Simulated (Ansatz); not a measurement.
# CH4FGaO2: one species, many methods

One table from this session's results is given with a row withheld; the runs are named, their logs left out.

The runs use Ansatz 0.2.0, Gaussian basis; functionals in def2-TZVPP, the program's frozen cores in correlated methods.

Levels to be run: PBE-D4, r2SCAN-D4, PBE0-D4, B3LYP-D4, ωB97X-V, ωB97M-V, B2PLYP; CCSD(T)/def2-TZVPP; MP2/def2-QZVPP; extrapolation to the limit.

**The relaxed structure**

All runs share one geometry, relaxed beforehand with PBE0-D4 in a triple-zeta def2 set.

SMILES `O[CH2][Ga]([OH])[F]`, 9 atoms, charge 0, spin multiplicity 1.

Atoms are counted from 1 here; the program's logs count them from 0.

Bond lengths: O1–C2 1.411 Å, O1–H6 0.962 Å, C2–Ga3 1.977 Å, C2–H7 1.099 Å, C2–H8 1.092 Å, Ga3–O4 1.772 Å, Ga3–F5 1.764 Å, O4–H9 0.959 Å. Angles: C2–O1–H6 109.3°, O1–C2–Ga3 110.3°, O1–C2–H7 112.2°, O1–C2–H8 107.5°, Ga3–C2–H7 109.4°, Ga3–C2–H8 110.5°, H7–C2–H8 106.9°, C2–Ga3–O4 138.8°, C2–Ga3–F5 109.8°, O4–Ga3–F5 111.4°, Ga3–O4–H9 114.8°.

Set-up of the first run:

File in.yaml:

```yaml
crystal:
  periodic: [false, false, false]
  atoms:
    - {symbol: O, position_ang: [0.047196, 1.139636, 1.640914]}
    - {symbol: C, position_ang: [-0.207824, -0.115229, 1.048971]}
    - {symbol: Ga, position_ang: [0.134875, -0.038067, -0.896650]}
    - {symbol: O, position_ang: [0.578998, -1.134638, -2.216032]}
    - {symbol: F, position_ang: [-0.089112, 1.611853, -1.478235]}
    - {symbol: H, position_ang: [-0.320065, 1.833116, 1.085139]}
    - {symbol: H, position_ang: [-1.237636, -0.455420, 1.224664]}
    - {symbol: H, position_ang: [0.451813, -0.843414, 1.524790]}
    - {symbol: H, position_ang: [0.730254, -2.044039, -1.950560]}
basis:
  gaussian: {orbitals: def2-TZVPP}
hamiltonian: {xc: pbe, dispersion: d4}
output: {forces: true, orbitals: {seedname: orbitals}}
```

Launch:

```
> ansatz run in.yaml --threads 4 --pin off --events-out ev --progress --plain --max-ram 10444MiB
```

Steps of the session up to this table: PBE-D4 (GGA); r2SCAN-D4 (meta-GGA); PBE0-D4 (hybrid); B3LYP-D4 (hybrid); ωB97X-V (range-separated); ωB97M-V (range-separated); B2PLYP (double hybrid); CCSD(T) in def2-TZVPP; MP2 in def2-QZVPP.

One table of the session follows, with a row left open; its other results are not shown here.

| method | atomisation energy (eV) |
| --- | --- |
| PBE-D4 | 34.380 |
| r2SCAN-D4 | 33.709 |
| PBE0-D4 | 33.311 |
| B3LYP-D4 | 33.252 |
| ωB97X-V | 33.624 |
| ωB97M-V | 33.534 |
| B2PLYP | 33.190 |
| HF/def2-TZVPP | 22.876 |
| MP2/def2-TZVPP | 34.005 |
| CCSD/def2-TZVPP | ? |
| CCSD(T)/def2-TZVPP | 32.883 |
| MP2/CBS | 34.923 |
| CCSD(T)/CBS | 33.802 |

Estimate the missing values for CCSD/def2-TZVPP.

**Answer.** atomisation energy (eV): 32.256. In the column «atomisation energy (eV)» it lies between HF/def2-TZVPP (22.876) and CCSD(T)/def2-TZVPP (32.883).

Among the levels timed on like hardware and quicker than the yardstick, those that no quicker one beats, quickest first: PBE-D4 (1.9 s, +0.578 eV); PBE0-D4 (2.5 s, -0.491 eV); r2SCAN-D4 (3.7 s, -0.093 eV).

B2PLYP carry no dispersion term (for B3LYP, D4 adds 0.251 eV).
